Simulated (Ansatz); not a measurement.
NaLa under changes of volume

One of the cells (36.512 Å³/atom); the others are scaled copies at fixed shape and fractional positions:

```
La Na
1.0
     3.60625    0.00000    0.00000
    -1.80313    3.12310    0.00000
     0.00000    0.00000    6.48378
La Na
1 1
Cartesian
  0.0000 0.0000 3.2419
  1.8031 1.0410 0.0000
```

The cell comes from a database or a generator and needn't be the stable form of this composition.

```yaml
Program: Ansatz 0.2.0
Functional: LDA
Potentials_or_basis: all-electron LAPW, scalar-relativistic
Cutoff: 128 eV (chosen from the basis error)
Basis_error_allowed: 0.001 eV/atom
k_mesh: 9 × 9 × 4
Occupations: gaussian, width 0.05 eV
Spin: no spin polarisation
```

```csv
volume (Å³/atom),energy over the lowest point (meV/atom),pressure (GPa)
34.322,0.00,-1.3
35.052,?,?
35.782,14.38,-1.8
36.512,23.24,-2.1
37.243,33.14,-2.3
37.973,44.09,-2.5
38.703,56.07,-2.7
```

Q: What does the run at 35.052 Å³/atom give?

A: Energy over the lowest point 6.60 meV/atom; pressure -1.6 GPa.

Worked out: A Birch-Murnaghan fit of order 3 (a polynomial in V^(-2/3)) to the other rows has no minimum within the range. It gives 6.65 meV/atom at 35.052 Å³/atom, against the run's 6.60, and -dE/dV = -1.6 GPa, against -1.6.

Energies are extrapolated to zero smearing.
